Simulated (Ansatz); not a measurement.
# Li2RuRhC6N6: the cost of one run

Computed with Ansatz 0.2.0 (DFT PBE, scalar-relativistic, plane waves, PAW, unless a step's input says otherwise).

## (1) The starting structure

Symmetry: Fm-3m, No. 225, cubic system. The conventional cell has a = 10.147 Å, b = 10.147 Å, c = 10.147 Å, α = 90.00°, β = 90.00°, γ = 90.00°. Around Li (site symmetry -43m) lie 12 N at 3.63 Å and 12 C at 3.64 Å. Ru (site symmetry m-3m) is surrounded by 6 C at 1.90 Å. Around Rh (site symmetry m-3m) lie 6 N at 2.01 Å. C (site symmetry 4mm) is surrounded by 1 N at 1.17 Å and 1 Ru at 1.90 Å. N (site symmetry 4mm) is surrounded by 1 C at 1.17 Å and 1 Rh at 2.01 Å.

As a file:

```
CELL_PARAMETERS angstrom
0.00000 5.07350 5.07350
5.07350 0.00000 5.07350
5.07350 5.07350 0.00000
ATOMIC_POSITIONS crystal
Li 0.25000 0.25000 0.25000
Li 0.75000 0.75000 0.75000
Ru 0.00000 0.00000 0.00000
Rh 0.50000 0.50000 0.50000
C 0.81315 0.18685 0.18685
C 0.18685 0.81315 0.18685
C 0.18685 0.18685 0.81315
C 0.18685 0.81315 0.81315
C 0.81315 0.18685 0.81315
C 0.81315 0.81315 0.18685
N 0.69784 0.30216 0.30216
N 0.30216 0.69784 0.30216
N 0.30216 0.30216 0.69784
N 0.30216 0.69784 0.69784
N 0.69784 0.30216 0.69784
N 0.69784 0.69784 0.30216
```

The cell is invented: cyanide-bridged rock-salt net of two metals, 2 guest cations a cell (Fm-3m, No. 225). Lengths come from tabulated atomic sizes and are only a guess.

## (2) Probe: one point on a coarse mesh

Input file input.yaml:

```yaml
crystal:
  lattice:
    - [0.0, 5.0735, 5.0735]
    - [5.0735, 0.0, 5.0735]
    - [5.0735, 5.0735, 0.0]
  atoms:
    - { symbol: Li, position: [0.25, 0.25, 0.25] }
    - { symbol: Li, position: [0.75, 0.75, 0.75] }
    - { symbol: Ru, position: [0.0, 0.0, 0.0], spin: 1.0 }
    - { symbol: Rh, position: [0.5, 0.5, 0.5], spin: 1.0 }
    - { symbol: C, position: [0.81314674, 0.18685326, 0.18685326] }
    - { symbol: C, position: [0.18685326, 0.81314674, 0.18685326] }
    - { symbol: C, position: [0.18685326, 0.18685326, 0.81314674] }
    - { symbol: C, position: [0.18685326, 0.81314674, 0.81314674] }
    - { symbol: C, position: [0.81314674, 0.18685326, 0.81314674] }
    - { symbol: C, position: [0.81314674, 0.81314674, 0.18685326] }
    - { symbol: "N", position: [0.69784173, 0.30215827, 0.30215827] }
    - { symbol: "N", position: [0.30215827, 0.69784173, 0.30215827] }
    - { symbol: "N", position: [0.30215827, 0.30215827, 0.69784173] }
    - { symbol: "N", position: [0.30215827, 0.69784173, 0.69784173] }
    - { symbol: "N", position: [0.69784173, 0.30215827, 0.69784173] }
    - { symbol: "N", position: [0.69784173, 0.69784173, 0.30215827] }
basis:
  ecutwfc: 420
kpoints:
  mp_grid: { grid: [4, 4, 4] }
hamiltonian:
  xc: pbe
scf:
  occupations: { method: gaussian, width: 0.1 }
  lower_state_search: "off"
output:
  forces: true
  stress: true
  eigenvalues: true
  populations: true
magnetization:
  spin_polarized: true
```

Started as:

```console
> ansatz run input.yaml --threads 1 --pin off --max-ram 2560MiB --backend cpu --events-out ev --progress --plain --runs-dir out
```

Q: Estimate wall time and peak memory on 1 thread of Intel Xeon 6975P-C (Granite Rapids), shared host.

About 17 s, with a peak of 0.7 GiB.
